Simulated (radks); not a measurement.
**Rb³⁺ in [Ar] 3d10 4s2 4p3 4d1: an all-electron calculation**

One table from this session's results is given with a row withheld; the runs are named, their logs left out.

Method: Dirac Kohn-Sham, exchange-only PBE, spin-unpolarised, spherical densities, finite nucleus; open shells fill j = l - 1/2 first. Code: radks (a radial shooting solver on a logarithmic mesh, Libxc functionals) version 1.

## What is computed

```
element            : rubidium (Z = 37)
charge             : +3
electrons          : 34
configuration      : [Ar] 3d10 4s2 4p3 4d1
nuclear rms radius : 4.2036 fm
```

The first run:

Input:

```text
Z 37
configuration [Ar] 3d10 4s2 4p3 4d1 5s0 5p0
relativity Dirac
functional pbe,
spin unpolarised
j_filling energy
nucleus finite rms 4.2036 fm
c 137.035999084
```

The run is started by

```console
$ python run_ks.py task.json out
```

The same process makes all the runs of this session.

One table of the session follows, with a row left open; its other results are not shown here.

It belongs to the step «Shells». From the orbitals of this run (lengths in bohr):

```
level      <r>  outermost maximum (interpolated)  90 % within  nodes
1s1/2  0.04029                            0.0263       0.0721      0
2s1/2        ?                                 ?            ?      ?
2p1/2   0.1522                             0.117        0.249      0
2p3/2   0.1563                             0.121        0.255      0
3s1/2   0.5102                             0.451        0.758      2
3p1/2   0.5112                             0.440        0.778      1
3p3/2   0.5216                             0.449        0.794      1
3d3/2   0.5214                             0.391        0.849      0
3d5/2   0.5251                             0.394        0.854      0
4s1/2    1.381                              1.23         2.01      3
4p1/2    1.542                              1.34         2.28      2
4p3/2    1.569                              1.37         2.32      2
4d3/2    2.187                              1.81         3.35      1
4d5/2    2.197                              1.82         3.36      1
5s1/2    3.253                              3.04         4.62      4
5p1/2    3.706                              3.48         5.27      3
5p3/2    3.749                              3.53         5.33      3
```

Estimate the missing values for 2s1/2.

The run gave: <r>: 0.1775; outermost maximum (interpolated): 0.150; 90 % within: 0.275; nodes: 1. In the column «<r>» it lies between 2p3/2 (0.1563) and 3s1/2 (0.5102).
